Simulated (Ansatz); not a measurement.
**SiSnO4: the band gap up the ladder of functionals**

One table from this session's results is given with a row withheld; the runs are named, their logs left out.

The runs shown are made with Ansatz 0.2.0. PAW datasets, plane waves. No spin polarisation and no zero-point or thermal motion; the cell was built from a prototype and may be hypothetical.

## Starting point

The cell was relaxed beforehand with r2SCAN.

The symmetry is Cmmm (No. 65, orthorhombic); a = 6.250 Å, b = 6.422 Å, c = 2.945 Å in the conventional setting, 9.85 Å³ an atom. Around Si lie 6 O at 1.75–1.86 Å; around Sn lie 6 O at 2.01–2.07 Å; around O lie 1 Si at 1.75 Å and 2 Sn at 2.01 Å; around O lie 2 Si at 1.86 Å and 1 Sn at 2.07 Å.

As a file:

```
CELL_PARAMETERS angstrom
3.12512 -3.21086 0.00000
3.12512 3.21086 0.00000
0.00000 0.00000 2.94460
ATOMIC_POSITIONS crystal
Si 0.50000 0.50000 0.50000
Sn 0.00000 0.00000 0.00000
O 0.21948 0.21948 0.50000
O 0.78052 0.78052 0.50000
O 0.67758 0.32242 0.00000
O 0.32242 0.67758 0.00000
```

Set-up of the first run:

File input.yaml:

```yaml
crystal:
  lattice:
    - [3.1251243502, -3.2108583903, 0.0]
    - [3.1251243502, 3.2108583903, 0.0]
    - [0.0, 0.0, 2.9445993363]
  atoms:
    - { symbol: Si, position: [0.5, 0.5, 0.5] }
    - { symbol: Sn, position: [0.0, 0.0, 0.0] }
    - { symbol: O, position: [0.2194834563, 0.2194834563, 0.5] }
    - { symbol: O, position: [0.7805165437, 0.7805165437, 0.5] }
    - { symbol: O, position: [0.6775767263, 0.3224232737, 0.0] }
    - { symbol: O, position: [0.3224232737, 0.6775767263, 0.0] }
kpoints:
  mp_grid: { grid: [6, 6, 8] }
  band_path:
    path:
      - [[0.0, 0.0, 0.0], [-0.5, 0.5, 0.0], [-0.4868275978936, 0.5131724021064, 0.0]]
      - [[0.4868275978936, 0.4868275978936, 0.0], [0.0, 0.0, 0.0], [0.0, 0.0, 0.5], [0.4868275978936, 0.4868275978936, 0.5]]
      - [[-0.4868275978936, 0.5131724021064, 0.5], [-0.5, 0.5, 0.5], [-0.5, 0.5, 0.0]]
      - [[0.0, 0.0, 0.0], [4.089239976164e-18, 0.5, 0.0], [4.089239976164e-18, 0.5, 0.5], [0.0, 0.0, 0.5], [-0.5, 0.5, 0.5]]
    npoints: 10
hamiltonian:
  xc: pbe
scf:
  occupations: { method: fermi_dirac, width: 0.02 }
  n_extra_bands: 5
output:
  forces: true
  stress: true
  eigenvalues: true
  write_density: true
  write_potential: true
  elf: true
  volumetric_format: npy
```

Run with:

```
$ ansatz run input.yaml --threads 2 --pin off --max-ram 18432MiB --backend cpu --events-out ev --progress --plain --runs-dir out
```

Among the steps run: PBE bands along the symmetry lines; Single point with r2SCAN; HSE06 at the same geometry; Single point with PBE+SOC; PBE0 at the same geometry.

One of the session's tables, all rows but one given; the rest of the session is left out.

| level | gap (eV) |
| --- | --- |
| PBE | 2.28 |
| r2SCAN | ? |
| HSE06 | 4.15 |
| PBE+SOC | 2.29 |
| PBE0 | 4.89 |

**Question.** Estimate the row for r2SCAN.

**Answer.** gap (eV): 3.02. In the column «gap (eV)» it lies between PBE+SOC (2.29) and HSE06 (4.15).

Meshes: PBE 6×6×8, r2SCAN 6×6×8, HSE06 4×4×6, PBE+SOC 6×6×8, PBE0 4×4×6

What this shows: The gap runs from 2.28 eV (PBE) to 4.89 eV (PBE0). PBE reaches 55 % of the HSE06 value, and r2SCAN 73 %. PBE0 lies 0.74 eV above HSE06, which differs from it by screening the long-range exchange.

Caveats from the session: Warnings in the runs' records: stress scf threshold loose, stress exchange threshold loose.
